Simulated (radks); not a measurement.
**Nuclear size and the levels of Tb**

Aim: how the total energy, the levels and the density at the nucleus of Tb respond when the nuclear radius is scaled.

Method: Dirac Kohn-Sham, exchange-only LDA, spin-unpolarised, spherical densities, finite nucleus; open shells fill j = l - 1/2 first. Code: radks (a radial shooting solver on a logarithmic mesh, Libxc functionals) version 1.

**1. What is computed**

| Property | Result |
| --- | --- |
| element | terbium (Z = 65) |
| charge | 0 |
| electrons | 65 |
| configuration | [Xe] 4f9 6s2 |
| nuclear rms radius | 5.06 fm |

**2. rms radius 5.06 fm**

Input:

```text
Z 65
configuration [Xe] 4f9 6s2 5d0 6p0
relativity Dirac
functional lda,
spin unpolarised
j_filling energy
nucleus finite rms 5.06 fm
c 137.035999084
```

**3. rms radius 4.5439 fm**

Input: that of step 2 with these lines changed.

```diff
@@ -6,3 +6,3 @@
 j_filling energy
-nucleus finite rms 5.06 fm
+nucleus finite rms 4.5439 fm
 c 137.035999084
```

**4. rms radius 4.6957 fm**

Input: that of step 3 with these lines changed.

```diff
@@ -6,3 +6,3 @@
 j_filling energy
-nucleus finite rms 4.5439 fm
+nucleus finite rms 4.6957 fm
 c 137.035999084
```

**5. rms radius 5.4344 fm**

Input: that of step 4 with these lines changed.

```diff
@@ -6,3 +6,3 @@
 j_filling energy
-nucleus finite rms 4.6957 fm
+nucleus finite rms 5.4344 fm
 c 137.035999084
```

**6. rms radius 6.2238 fm**

Input: that of step 5 with these lines changed.

```diff
@@ -6,3 +6,3 @@
 j_filling energy
-nucleus finite rms 5.4344 fm
+nucleus finite rms 6.2238 fm
 c 137.035999084
```

What does the calculation give? Wanted: for each run, rms radius; total energy shift; density at nucleus; 1s1/2 shift; 2s1/2 shift; 5p1/2 shift; 6s1/2 shift; 6p1/2 shift.

The runs gave:

```csv
rms radius (fm),total energy shift (eV),density at nucleus (e/bohr³),1s1/2 shift (meV),2s1/2 shift (meV),5p1/2 shift (meV),6s1/2 shift (meV),6p1/2 shift (meV)
4.5439,-4.33,7.035e+05,-1781,-231,0.204,-0.0663,0.0568
4.6957,-3.09,6.975e+05,-1272,-165,0.146,-0.0473,0.0405
5.06,0,6.839e+05,0,0,0,0,0
5.4344,3.35,6.712e+05,1380,179,-0.158,0.0514,-0.0440
6.2238,11.0,6.476e+05,4525,588,-0.517,0.168,-0.144
```

Shifts are against the first run. Over the range the 1s1/2 level moves by 6.31 eV and the 6p1/2 level by -0.201 meV. A larger nucleus binds the 1s electrons less and lowers the density at its centre. These are shifts of eigenvalues, not the field shifts of spectral lines.
